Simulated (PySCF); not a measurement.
# A gas-phase reaction: ClH2SbTe2 + BrH → BrH2SbTe2 + ClH, part 1 of 2

Wanted: the reaction energy for `[Cl][Sb]([TeH])[TeH]` + `Br` → `[Br][Sb]([TeH])[TeH]` + `Cl`.

Programs: PySCF 2.14.0. All values are calculated, for the isolated system unless a continuum is named. Atoms count from 0, parts from 1.

## (1) Starting point

Each species was relaxed by itself at PBE0-D3(BJ)/def2-SVP.

## (2) Reaction energy: PBE0-D3(BJ)/def2-TZVP

The job: settings as JSON, then the geometry in Å.

```
{"job": {"kind": "react", "xc": "PBE0", "basis": "def2-TZVP", "disp": "d3bj"}, "charge": 0, "multiplicity": 1}
-1 ClH2SbTe2 charge 0 multiplicity 1
Cl     0.217950    -0.130770     2.415840
Sb    -0.369150    -0.749310     0.173910
Te     2.004390    -0.193540    -1.136430
Te    -1.482260     1.614480    -0.737030
H      2.553140    -1.713910    -0.734070
H     -2.912990     1.206180     0.013930

-1 BrH charge 0 multiplicity 1
Br     0.713920     0.010630    -0.003930
H     -0.708070    -0.007580     0.003640

+1 BrH2SbTe2 charge 0 multiplicity 1
Br    -0.523200     1.917600     1.572510
Sb     0.241480    -0.383960     0.787470
Te     1.856200     0.309460    -1.347750
Te    -1.849190    -0.980960    -0.931810
H      3.200580    -0.010370    -0.415600
H     -2.924940    -0.852930     0.335270

+1 ClH charge 0 multiplicity 1
Cl     0.642900     0.010020    -0.003710
H     -0.642000    -0.009170     0.004270
```

Level: PBE0-D3(BJ)/def2-TZVP reaction energy of separated species, gas phase.

Run with:

```console
OMP_NUM_THREADS=1 python cluster_run.py task.json out
```

This one command runs all jobs of the session in turn.

What it wrote:

```text
species 1 (ClH2SbTe2)
coarse grid: 35344 points
cycle   1  E = -1226.4760519890  dE = -1.115e+02  |g| = 6.196e+00  |ddm| = 4.247e+01
cycle   2  E = -1113.4682122877  dE =  1.130e+02  |g| = 2.266e+01  |ddm| = 3.250e+01
cycle   3  E = -1218.7588433819  dE = -1.053e+02  |g| = 8.089e+00  |ddm| = 2.626e+01
cycle   4  E = -1236.7751267162  dE = -1.802e+01  |g| = 1.928e+00  |ddm| = 1.239e+01
cycle   5  E = -1235.3171752203  dE =  1.458e+00  |g| = 2.576e+00  |ddm| = 5.098e+00
cycle   6  E = -1237.5713233140  dE = -2.254e+00  |g| = 6.143e-01  |ddm| = 3.295e+00
cycle   7  E = -1237.6528343439  dE = -8.151e-02  |g| = 3.572e-01  |ddm| = 9.815e-01
cycle   8  E = -1237.6919535592  dE = -3.912e-02  |g| = 7.189e-02  |ddm| = 4.582e-01
cycle   9  E = -1237.6927487535  dE = -7.952e-04  |g| = 3.964e-02  |ddm| = 9.141e-02
cycle  10  E = -1237.6930652336  dE = -3.165e-04  |g| = 7.828e-03  |ddm| = 3.902e-02
cycle  11  E = -1237.6930840513  dE = -1.882e-05  |g| = 2.854e-03  |ddm| = 1.128e-02
cycle  12  E = -1237.6930859862  dE = -1.935e-06  |g| = 8.153e-04  |ddm| = 3.001e-03
final grid: 64624 points
cycle  13  E = -1237.6930059103  dE = -5.619e-07  |g| = 1.129e-03  |ddm| = 2.405e-03
cycle  14  E = -1237.6930056510  dE =  2.594e-07  |g| = 1.655e-03  |ddm| = 2.059e-03
cycle  15  E = -1237.6930061284  dE = -4.774e-07  |g| = 1.088e-04  |ddm| = 1.273e-03
cycle  16  E = -1237.6930061306  dE = -2.166e-09  |g| = 2.983e-05  |ddm| = 1.355e-04
cycle  17  E = -1237.6930061307  dE = -1.805e-10  |g| = 1.623e-05  |ddm| = 4.668e-05
converged SCF energy = -1237.6930061307

species 2 (BrH)
coarse grid: 9808 points
cycle   1  E = -2574.4483579783  dE = -1.079e+00  |g| = 2.734e-01  |ddm| = 1.051e+00
cycle   2  E = -2574.4532583468  dE = -4.900e-03  |g| = 1.692e-01  |ddm| = 2.777e-01
cycle   3  E = -2574.4578963027  dE = -4.638e-03  |g| = 2.826e-02  |ddm| = 1.255e-01
cycle   4  E = -2574.4581008875  dE = -2.046e-04  |g| = 4.025e-03  |ddm| = 2.192e-02
cycle   5  E = -2574.4581046848  dE = -3.797e-06  |g| = 1.294e-03  |ddm| = 4.491e-03
final grid: 18448 points
cycle   6  E = -2574.4581057798  dE = -6.654e-08  |g| = 1.346e-03  |ddm| = 2.116e-03
cycle   7  E = -2574.4581057971  dE = -1.733e-08  |g| = 1.353e-03  |ddm| = 1.848e-03
cycle   8  E = -2574.4581060025  dE = -2.053e-07  |g| = 4.599e-05  |ddm| = 8.576e-04
cycle   9  E = -2574.4581060030  dE = -5.298e-10  |g| = 9.187e-06  |ddm| = 4.120e-05
converged SCF energy = -2574.4581060030

species 3 (BrH2SbTe2)
coarse grid: 36360 points
cycle   1  E = -3340.3674101747  dE = -1.127e+02  |g| = 6.124e+00  |ddm| = 4.250e+01
cycle   2  E = -3227.4056473787  dE =  1.130e+02  |g| = 2.111e+01  |ddm| = 5.484e+01
cycle   3  E = -3339.3505737319  dE = -1.119e+02  |g| = 6.426e+00  |ddm| = 4.918e+01
cycle   4  E = -3350.4301510567  dE = -1.108e+01  |g| = 1.933e+00  |ddm| = 1.311e+01
cycle   5  E = -3349.8005974402  dE =  6.296e-01  |g| = 2.184e+00  |ddm| = 5.002e+00
cycle   6  E = -3351.4279766567  dE = -1.627e+00  |g| = 4.611e-01  |ddm| = 3.126e+00
cycle   7  E = -3351.4709976589  dE = -4.302e-02  |g| = 3.011e-01  |ddm| = 8.847e-01
cycle   8  E = -3351.4926137900  dE = -2.162e-02  |g| = 4.238e-02  |ddm| = 3.078e-01
cycle   9  E = -3351.4929632414  dE = -3.495e-04  |g| = 1.413e-02  |ddm| = 5.338e-02
cycle  10  E = -3351.4930234359  dE = -6.019e-05  |g| = 5.487e-03  |ddm| = 2.136e-02
cycle  11  E = -3351.4930283398  dE = -4.904e-06  |g| = 1.154e-03  |ddm| = 5.331e-03
final grid: 65952 points
cycle  12  E = -3351.4928611327  dE = -4.947e-07  |g| = 1.653e-03  |ddm| = 4.317e-03
cycle  13  E = -3351.4928596963  dE =  1.436e-06  |g| = 2.780e-03  |ddm| = 5.583e-03
cycle  14  E = -3351.4928619161  dE = -2.220e-06  |g| = 3.056e-04  |ddm| = 3.529e-03
cycle  15  E = -3351.4928619336  dE = -1.747e-08  |g| = 7.832e-05  |ddm| = 3.171e-04
cycle  16  E = -3351.4928619350  dE = -1.410e-09  |g| = 2.107e-05  |ddm| = 1.005e-04
cycle  17  E = -3351.4928619351  dE = -9.868e-11  |g| = 7.232e-06  |ddm| = 2.446e-05
converged SCF energy = -3351.4928619351

species 4 (ClH)
coarse grid: 2248 points
cycle   1  E = -460.6520583241  dE = -4.486e-02  |g| = 1.913e-01  |ddm| = 8.003e-01
cycle   2  E = -460.6551309733  dE = -3.073e-03  |g| = 1.855e-01  |ddm| = 3.546e-01
cycle   3  E = -460.6638815727  dE = -8.751e-03  |g| = 1.442e-02  |ddm| = 1.632e-01
cycle   4  E = -460.6639024449  dE = -2.087e-05  |g| = 2.783e-03  |ddm| = 7.489e-03
cycle   5  E = -460.6639041002  dE = -1.655e-06  |g| = 1.077e-03  |ddm| = 2.587e-03
final grid: 17120 points
cycle   6  E = -460.6643742064  dE = -4.371e-06  |g| = 2.147e-03  |ddm| = 4.633e-03
cycle   7  E = -460.6643742908  dE = -8.441e-08  |g| = 1.707e-03  |ddm| = 2.692e-03
cycle   8  E = -460.6643748219  dE = -5.310e-07  |g| = 1.383e-04  |ddm| = 1.393e-03
cycle   9  E = -460.6643748273  dE = -5.479e-09  |g| = 2.097e-05  |ddm| = 1.112e-04
cycle  10  E = -460.6643748274  dE = -9.697e-11  |g| = 4.488e-06  |ddm| = 1.687e-05
converged SCF energy = -460.6643748274

Reaction energy = -4.168 kcal/mol
```

It took 23 s on 1 thread of Intel Xeon 6975P-C, shared host; peak memory 0.72 GiB.

Species by species (with the dispersion term, which the log's SCF energies lack):

```tsv
ν	species	energy (Eh)	HOMO (eV)
-1	[Cl][Sb]([TeH])[TeH]	-1237.70303	-6.69
-1	Br	-2574.45842	-8.75
+1	[Br][Sb]([TeH])[TeH]	-3351.50346	-6.67
+1	Cl	-460.66464	-9.40
```

## (3) Reaction energy: r2SCAN-D4/def2-TZVP

Same as in step 2 but for these lines:

```diff
@@ -1,2 +1,2 @@
-{"job": {"kind": "react", "xc": "PBE0", "basis": "def2-TZVP", "disp": "d3bj"}, "charge": 0, "multiplicity": 1}
+{"job": {"kind": "react", "xc": "r2SCAN", "basis": "def2-TZVP", "disp": "d4"}, "charge": 0, "multiplicity": 1}
 -1 ClH2SbTe2 charge 0 multiplicity 1
```

Level: r2SCAN-D4/def2-TZVP reaction energy of separated species, gas phase.

What it wrote:

```text
species 1 (ClH2SbTe2)
coarse grid: 35344 points
cycle   1  E = -1225.8323901590  dE = -1.102e+02  |g| = 6.494e+00  |ddm| = 4.249e+01
cycle   2  E = -1096.1574801900  dE =  1.297e+02  |g| = 2.269e+01  |ddm| = 3.693e+01
cycle   3  E = -1218.5737576729  dE = -1.224e+02  |g| = 8.497e+00  |ddm| = 3.217e+01
cycle   4  E = -1236.1152549905  dE = -1.754e+01  |g| = 2.595e+00  |ddm| = 7.422e+00
cycle   5  E = -1232.2696773792  dE =  3.846e+00  |g| = 4.008e+00  |ddm| = 7.320e+00
cycle   6  E = -1237.7295425431  dE = -5.460e+00  |g| = 1.045e+00  |ddm| = 4.702e+00
cycle   7  E = -1237.9984701295  dE = -2.689e-01  |g| = 5.027e-01  |ddm| = 1.100e+00
cycle   8  E = -1238.0534675152  dE = -5.500e-02  |g| = 3.478e-01  |ddm| = 9.412e-01
cycle   9  E = -1238.0897203469  dE = -3.625e-02  |g| = 8.548e-02  |ddm| = 5.042e-01
cycle  10  E = -1238.0910689834  dE = -1.349e-03  |g| = 3.738e-02  |ddm| = 8.384e-02
cycle  11  E = -1238.0914178972  dE = -3.489e-04  |g| = 6.357e-03  |ddm| = 4.227e-02
cycle  12  E = -1238.0914254191  dE = -7.522e-06  |g| = 3.783e-03  |ddm| = 9.304e-03
cycle  13  E = -1238.0914280358  dE = -2.617e-06  |g| = 8.560e-04  |ddm| = 3.377e-03
final grid: 64624 points
cycle  14  E = -1238.0911664474  dE = -4.677e-06  |g| = 2.751e-03  |ddm| = 9.724e-03
cycle  15  E = -1238.0911630312  dE =  3.416e-06  |g| = 4.134e-03  |ddm| = 6.860e-03
cycle  16  E = -1238.0911677746  dE = -4.743e-06  |g| = 7.877e-04  |ddm| = 5.251e-03
cycle  17  E = -1238.0911679364  dE = -1.618e-07  |g| = 1.814e-04  |ddm| = 8.882e-04
cycle  18  E = -1238.0911679433  dE = -6.880e-09  |g| = 4.395e-05  |ddm| = 1.935e-04
cycle  19  E = -1238.0911679436  dE = -3.333e-10  |g| = 1.674e-05  |ddm| = 5.649e-05
converged SCF energy = -1238.0911679436

species 2 (BrH)
coarse grid: 9808 points
cycle   1  E = -2574.7342422169  dE = -1.062e+00  |g| = 2.882e-01  |ddm| = 1.062e+00
cycle   2  E = -2574.7373212630  dE = -3.079e-03  |g| = 1.861e-01  |ddm| = 2.687e-01
cycle   3  E = -2574.7416221704  dE = -4.301e-03  |g| = 3.804e-02  |ddm| = 1.346e-01
cycle   4  E = -2574.7420612232  dE = -4.391e-04  |g| = 4.038e-03  |ddm| = 3.124e-02
cycle   5  E = -2574.7420641690  dE = -2.946e-06  |g| = 1.509e-03  |ddm| = 4.940e-03
final grid: 18448 points
cycle   6  E = -2574.7405731242  dE = -3.180e-08  |g| = 1.743e-03  |ddm| = 2.760e-03
cycle   7  E = -2574.7405730338  dE =  9.040e-08  |g| = 2.019e-03  |ddm| = 2.716e-03
cycle   8  E = -2574.7405735334  dE = -4.995e-07  |g| = 1.121e-04  |ddm| = 1.362e-03
cycle   9  E = -2574.7405735368  dE = -3.429e-09  |g| = 2.298e-05  |ddm| = 9.515e-05
cycle  10  E = -2574.7405735370  dE = -1.723e-10  |g| = 2.292e-07  |ddm| = 2.474e-05
converged SCF energy = -2574.7405735370

species 3 (BrH2SbTe2)
coarse grid: 36360 points
cycle   1  E = -3340.0384616992  dE = -1.115e+02  |g| = 6.449e+00  |ddm| = 4.251e+01
cycle   2  E = -3217.7634450336  dE =  1.223e+02  |g| = 2.086e+01  |ddm| = 4.673e+01
cycle   3  E = -3344.7241757351  dE = -1.270e+02  |g| = 5.415e+00  |ddm| = 4.266e+01
cycle   4  E = -3350.0070628471  dE = -5.283e+00  |g| = 2.618e+00  |ddm| = 7.970e+00
cycle   5  E = -3350.9606790867  dE = -9.536e-01  |g| = 1.807e+00  |ddm| = 5.251e+00
cycle   6  E = -3351.9345466582  dE = -9.739e-01  |g| = 6.262e-01  |ddm| = 2.900e+00
cycle   7  E = -3352.0347549117  dE = -1.002e-01  |g| = 3.155e-01  |ddm| = 1.060e+00
cycle   8  E = -3352.0537205678  dE = -1.897e-02  |g| = 8.643e-02  |ddm| = 3.294e-01
cycle   9  E = -3352.0552714600  dE = -1.551e-03  |g| = 2.347e-02  |ddm| = 9.318e-02
cycle  10  E = -3352.0554047982  dE = -1.333e-04  |g| = 6.631e-03  |ddm| = 3.295e-02
cycle  11  E = -3352.0554123624  dE = -7.564e-06  |g| = 2.775e-03  |ddm| = 7.868e-03
final grid: 65952 points
cycle  12  E = -3352.0524023817  dE =  2.438e-06  |g| = 5.550e-03  |ddm| = 1.339e-02
cycle  13  E = -3352.0523591321  dE =  4.325e-05  |g| = 1.299e-02  |ddm| = 2.312e-02
cycle  14  E = -3352.0524111546  dE = -5.202e-05  |g| = 1.544e-03  |ddm| = 1.665e-02
cycle  15  E = -3352.0524116106  dE = -4.560e-07  |g| = 2.189e-04  |ddm| = 1.424e-03
cycle  16  E = -3352.0524116250  dE = -1.448e-08  |g| = 7.124e-05  |ddm| = 3.815e-04
cycle  17  E = -3352.0524116262  dE = -1.164e-09  |g| = 1.428e-05  |ddm| = 9.635e-05
cycle  18  E = -3352.0524116262  dE = -2.410e-11  |g| = 6.095e-06  |ddm| = 2.357e-05
converged SCF energy = -3352.0524116262

species 4 (ClH)
coarse grid: 8792 points
cycle   1  E = -460.7744270545  dE = -3.042e-02  |g| = 1.754e-01  |ddm| = 8.196e-01
cycle   2  E = -460.7737837896  dE =  6.433e-04  |g| = 1.972e-01  |ddm| = 3.586e-01
cycle   3  E = -460.7837052857  dE = -9.921e-03  |g| = 1.959e-02  |ddm| = 1.794e-01
cycle   4  E = -460.7837589043  dE = -5.362e-05  |g| = 7.454e-03  |ddm| = 1.491e-02
cycle   5  E = -460.7837729997  dE = -1.410e-05  |g| = 9.438e-04  |ddm| = 5.345e-03
cycle   6  E = -460.7837732275  dE = -2.278e-07  |g| = 3.448e-05  |ddm| = 6.640e-04
final grid: 17120 points
cycle   7  E = -460.7849045363  dE = -1.334e-06  |g| = 1.875e-03  |ddm| = 3.547e-03
cycle   8  E = -460.7849045454  dE = -9.111e-09  |g| = 1.583e-03  |ddm| = 2.469e-03
cycle   9  E = -460.7849049639  dE = -4.186e-07  |g| = 1.793e-04  |ddm| = 1.385e-03
cycle  10  E = -460.7849049727  dE = -8.801e-09  |g| = 3.839e-05  |ddm| = 1.536e-04
cycle  11  E = -460.7849049731  dE = -3.843e-10  |g| = 2.001e-06  |ddm| = 2.788e-05
converged SCF energy = -460.7849049731

Reaction energy = -3.537 kcal/mol
```

It took 59 s on 1 thread of Intel Xeon 6975P-C, shared host; peak memory 0.5 GiB.

Reaction energy at this level: -3.54 kcal/mol.

## (4) Reaction energy: PBE0-D3(0)/def2-TZVPD

Same as in step 3 but for these lines:

```diff
@@ -1,2 +1,2 @@
-{"job": {"kind": "react", "xc": "r2SCAN", "basis": "def2-TZVP", "disp": "d4"}, "charge": 0, "multiplicity": 1}
+{"job": {"kind": "react", "xc": "PBE0", "basis": "def2-TZVPD", "disp": "d3zero", "grid": 1}, "charge": 0, "multiplicity": 1}
 -1 ClH2SbTe2 charge 0 multiplicity 1
```

Method: PBE0-D3(0)/def2-TZVPD reaction energy of separated species, gas phase.

What it wrote:

```text
species 1 (ClH2SbTe2)
final grid: 35344 points
cycle   1  E = -1226.4443216357  dE = -1.117e+02  |g| = 6.240e+00  |ddm| = 4.383e+01
cycle   2  E = -1056.7123945345  dE =  1.697e+02  |g| = 2.193e+01  |ddm| = 4.598e+01
cycle   3  E = -1229.3203874682  dE = -1.726e+02  |g| = 5.634e+00  |ddm| = 4.283e+01
cycle   4  E = -1236.3528232190  dE = -7.032e+00  |g| = 2.157e+00  |ddm| = 6.216e+00
cycle   5  E = -1236.4615222651  dE = -1.087e-01  |g| = 1.939e+00  |ddm| = 4.598e+00
cycle   6  E = -1237.6475783616  dE = -1.186e+00  |g| = 4.367e-01  |ddm| = 2.569e+00
cycle   7  E = -1237.6786469209  dE = -3.107e-02  |g| = 2.726e-01  |ddm| = 6.843e-01
cycle   8  E = -1237.6946667931  dE = -1.602e-02  |g| = 4.466e-02  |ddm| = 2.746e-01
cycle   9  E = -1237.6949970581  dE = -3.303e-04  |g| = 1.415e-02  |ddm| = 4.605e-02
cycle  10  E = -1237.6950399390  dE = -4.288e-05  |g| = 4.815e-03  |ddm| = 1.862e-02
cycle  11  E = -1237.6950448158  dE = -4.877e-06  |g| = 1.199e-03  |ddm| = 4.747e-03
cycle  12  E = -1237.6950452516  dE = -4.359e-07  |g| = 2.938e-04  |ddm| = 1.978e-03
cycle  13  E = -1237.6950452790  dE = -2.741e-08  |g| = 8.484e-05  |ddm| = 5.536e-04
cycle  14  E = -1237.6950452807  dE = -1.627e-09  |g| = 2.307e-05  |ddm| = 1.478e-04
cycle  15  E = -1237.6950452808  dE = -1.746e-10  |g| = 6.758e-06  |ddm| = 4.218e-05
converged SCF energy = -1237.6950452808

species 2 (BrH)
final grid: 9808 points
cycle   1  E = -2574.4494957217  dE = -1.080e+00  |g| = 2.722e-01  |ddm| = 1.043e+00
cycle   2  E = -2574.4541291526  dE = -4.633e-03  |g| = 1.697e-01  |ddm| = 2.595e-01
cycle   3  E = -2574.4588726258  dE = -4.743e-03  |g| = 2.987e-02  |ddm| = 1.190e-01
cycle   4  E = -2574.4591012009  dE = -2.286e-04  |g| = 4.144e-03  |ddm| = 2.197e-02
cycle   5  E = -2574.4591051854  dE = -3.984e-06  |g| = 1.308e-03  |ddm| = 4.257e-03
cycle   6  E = -2574.4591054830  dE = -2.976e-07  |g| = 1.814e-04  |ddm| = 1.279e-03
cycle   7  E = -2574.4591054900  dE = -6.997e-09  |g| = 6.518e-06  |ddm| = 1.886e-04
cycle   8  E = -2574.4591054900  dE = -1.910e-11  |g| = 4.216e-07  |ddm| = 1.045e-05
converged SCF energy = -2574.4591054900

species 3 (BrH2SbTe2)
final grid: 36360 points
cycle   1  E = -3340.3380618386  dE = -1.128e+02  |g| = 6.166e+00  |ddm| = 4.393e+01
cycle   2  E = -3180.0568601577  dE =  1.603e+02  |g| = 2.007e+01  |ddm| = 7.039e+01
cycle   3  E = -3347.7290722207  dE = -1.677e+02  |g| = 4.000e+00  |ddm| = 6.860e+01
cycle   4  E = -3349.9780878358  dE = -2.249e+00  |g| = 2.303e+00  |ddm| = 5.829e+00
cycle   5  E = -3351.2686686945  dE = -1.291e+00  |g| = 8.658e-01  |ddm| = 3.887e+00
cycle   6  E = -3351.4524379751  dE = -1.838e-01  |g| = 4.327e-01  |ddm| = 1.362e+00
cycle   7  E = -3351.4925797611  dE = -4.014e-02  |g| = 1.080e-01  |ddm| = 4.720e-01
cycle   8  E = -3351.4943654671  dE = -1.786e-03  |g| = 3.650e-02  |ddm| = 1.281e-01
cycle   9  E = -3351.4945999084  dE = -2.344e-04  |g| = 7.733e-03  |ddm| = 3.877e-02
cycle  10  E = -3351.4946137444  dE = -1.384e-05  |g| = 2.224e-03  |ddm| = 1.036e-02
cycle  11  E = -3351.4946148200  dE = -1.076e-06  |g| = 7.470e-04  |ddm| = 2.907e-03
cycle  12  E = -3351.4946149736  dE = -1.536e-07  |g| = 2.671e-04  |ddm| = 1.268e-03
cycle  13  E = -3351.4946149909  dE = -1.736e-08  |g| = 8.185e-05  |ddm| = 3.641e-04
cycle  14  E = -3351.4946149930  dE = -2.110e-09  |g| = 3.227e-05  |ddm| = 1.666e-04
cycle  15  E = -3351.4946149933  dE = -2.688e-10  |g| = 3.958e-06  |ddm| = 4.564e-05
converged SCF energy = -3351.4946149933

species 4 (ClH)
final grid: 8792 points
cycle   1  E = -460.6544999363  dE = -4.444e-02  |g| = 1.870e-01  |ddm| = 7.428e-01
cycle   2  E = -460.6565324767  dE = -2.033e-03  |g| = 1.891e-01  |ddm| = 3.130e-01
cycle   3  E = -460.6658977310  dE = -9.365e-03  |g| = 1.513e-02  |ddm| = 1.505e-01
cycle   4  E = -460.6659195929  dE = -2.186e-05  |g| = 2.626e-03  |ddm| = 7.194e-03
cycle   5  E = -460.6659210586  dE = -1.466e-06  |g| = 1.087e-03  |ddm| = 2.494e-03
cycle   6  E = -460.6659213205  dE = -2.620e-07  |g| = 5.358e-05  |ddm| = 6.633e-04
cycle   7  E = -460.6659213213  dE = -8.088e-10  |g| = 5.101e-06  |ddm| = 5.302e-05
converged SCF energy = -460.6659213213

Reaction energy = -4.322 kcal/mol
```

Wall time 22 s (1 thread of Intel Xeon 6975P-C, shared host); peak memory 0.8 GiB.

Reaction energy at this level: -4.32 kcal/mol.

(Continued in part 2 of 2.)
